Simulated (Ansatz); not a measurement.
# C2H8O2Si2: one species, many methods

The task here is to estimate one member of a computed series from the others.

Method: functionals in def2-TZVPP, the program's frozen cores in correlated methods; program: Ansatz 0.2.0, Gaussian basis.

Levels to be run: PBE-D4, r2SCAN-D4, PBE0-D4, B3LYP-D4, ωB97X-V, ωB97M-V, B2PLYP; CCSD(T)/def2-TZVPP; MP2/def2-QZVPP; extrapolation to the limit.

### The geometry

All runs share one geometry, relaxed beforehand with PBE0-D4 in a triple-zeta def2 set.

SMILES `O[Si@H]1C[Si@H](O)C1`, 14 atoms, charge 0, spin multiplicity 1.

Atoms are counted from 1 here; the program's logs count them from 0.

Bond lengths: O1–Si2 1.647 Å, O1–H7 0.958 Å, Si2–C3 1.871 Å, Si2–C6 1.882 Å, Si2–H8 1.495 Å, C3–Si4 1.890 Å, C3–H9 1.089 Å, C3–H10 1.096 Å, Si4–O5 1.648 Å, Si4–C6 1.891 Å, Si4–H11 1.483 Å, O5–H12 0.958 Å, C6–H13 1.096 Å, C6–H14 1.089 Å. Angles: Si2–O1–H7 118.0°, O1–Si2–C3 113.3°, O1–Si2–C6 118.7°, O1–Si2–H8 110.5°, C3–Si2–C6 91.2°, C3–Si2–H8 112.0°, C6–Si2–H8 109.9°, Si2–C3–Si4 86.9°, Si2–C3–H9 120.2°, Si2–C3–H10 109.8°, Si4–C3–H9 120.2°, Si4–C3–H10 109.5°, H9–C3–H10 108.5°, C3–Si4–O5 114.7°, C3–Si4–C6 90.4°, C3–Si4–H11 116.4°, O5–Si4–C6 114.8°, O5–Si4–H11 104.6° and more.

Geometry (Å):

```mol
C2H8O2Si2
  3D, bonds by distance, orders not assigned

 14 14  0  0  0  0  0  0  0  0999 V2000
   -1.9628    1.7465    0.3111 O   0  0
   -0.6821    0.7456    0.5748 Si  0  0
    0.7312    1.0210   -0.6200 C   0  0
    0.9027   -0.8600   -0.6911 Si  0  0
    2.1265   -1.4753    0.2260 O   0  0
   -0.8236   -1.0577    0.0547 C   0  0
   -2.7153    1.6778    0.9002 H   0  0
   -0.2364    0.8315    1.9988 H   0  0
    1.5805    1.6377   -0.3306 H   0  0
    0.3431    1.3890   -1.5772 H   0  0
    1.1093   -1.4522   -2.0347 H   0  0
    2.1849   -1.1993    1.1414 H   0  0
   -1.5554   -1.1731   -0.7534 H   0  0
   -1.0027   -1.8316    0.8000 H   0  0
  1  2  8  0
  2  3  8  0
  3  4  8  0
  4  5  8  0
  4  6  8  0
  1  7  8  0
  2  8  8  0
  3  9  8  0
  3 10  8  0
  4 11  8  0
  5 12  8  0
  6 13  8  0
  6 14  8  0
  2  6  8  0
M  END
```

The first run:

Input file in.yaml:

```yaml
crystal:
  periodic: [false, false, false]
  atoms:
    - {symbol: O, position_ang: [-1.962810, 1.746533, 0.311130]}
    - {symbol: Si, position_ang: [-0.682101, 0.745636, 0.574840]}
    - {symbol: C, position_ang: [0.731219, 1.021040, -0.620005]}
    - {symbol: Si, position_ang: [0.902733, -0.860026, -0.691101]}
    - {symbol: O, position_ang: [2.126479, -1.475330, 0.225997]}
    - {symbol: C, position_ang: [-0.823582, -1.057734, 0.054701]}
    - {symbol: H, position_ang: [-2.715339, 1.677814, 0.900203]}
    - {symbol: H, position_ang: [-0.236372, 0.831504, 1.998781]}
    - {symbol: H, position_ang: [1.580518, 1.637728, -0.330625]}
    - {symbol: H, position_ang: [0.343071, 1.388981, -1.577176]}
    - {symbol: H, position_ang: [1.109307, -1.452168, -2.034679]}
    - {symbol: H, position_ang: [2.184918, -1.199329, 1.141414]}
    - {symbol: H, position_ang: [-1.555351, -1.173070, -0.753411]}
    - {symbol: H, position_ang: [-1.002670, -1.831578, 0.799950]}
basis:
  gaussian: {orbitals: def2-TZVPP}
hamiltonian: {xc: pbe, dispersion: d4}
output: {forces: true, orbitals: {seedname: orbitals}}
```

Command:

```console
ansatz run in.yaml --threads 2 --pin off --events-out ev --progress --plain --max-ram 32768MiB --backend cuda --devices 0, --max-vram 18GiB
```

Among the steps run: PBE-D4 (GGA); r2SCAN-D4 (meta-GGA); PBE0-D4 (hybrid); B3LYP-D4 (hybrid); ωB97X-V (range-separated); ωB97M-V (range-separated); B2PLYP (double hybrid); CCSD(T) in def2-TZVPP; MP2 in def2-QZVPP.

One table of the session follows, with a row left open; its other results are not shown here.

```
            method  atomisation energy (eV)
            PBE-D4                        ?
         r2SCAN-D4                   56.114
           PBE0-D4                   55.773
          B3LYP-D4                   55.686
           ωB97X-V                   56.171
           ωB97M-V                   56.183
            B2PLYP                   55.219
     HF/def2-TZVPP                   40.997
    MP2/def2-TZVPP                   55.583
   CCSD/def2-TZVPP                   53.773
CCSD(T)/def2-TZVPP                   54.553
           MP2/CBS                   57.153
       CCSD(T)/CBS                   56.123
```

Estimate the missing values for PBE-D4.

The run gave: atomisation energy (eV): 56.550. In the column «atomisation energy (eV)» it lies between ωB97M-V (56.183) and MP2/CBS (57.153).

To keep in mind: Free atoms (2 O, 2 Si, 2 C, 8 H) were run apart at each level; the atomisation energy is their sum less the molecule, without zero-point or spin-orbit terms.
